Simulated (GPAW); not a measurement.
BN:

```xyz
2
Lattice="0.0000 1.8075 1.8075 1.8075 0.0000 1.8075 1.8075 1.8075 0.0000" Properties=species:S:1:pos:R:3 pbc="T T T"
B     0.0000    0.0000    0.0000
N     2.7113    2.7113    2.7113
```

Program: GPAW 26.7.0. Alike in all runs: no spin polarisation; cell as given; k mesh 13 × 13 × 13; cutoff (eV) 800; smearing fermi-dirac 0.05 eV.

Q: Order these runs on this cell by their band gap on the k mesh, lowest first.
A. level GLLB-SC; potentials or basis the program's PAW data sets (release 1.2.1) made for this functional, pw
B. level LDA; potentials or basis the program's PAW data sets (release 1.2.1) made for this functional, pw; band path GXWKGLUWLK,UX; band points 100
C. level TB-mBJ; potentials or basis GPAW PAW data sets for LDA (gpaw-data 1.2.1), pw

A: B (4.43 eV), A (5.09 eV), C (5.92 eV).

Caveats: a model potential gives levels but no total energy (some runs); an odd mesh through Γ misses points on the zone boundary, where band edges often lie (some runs).

Not every run made on this cell is shown here.
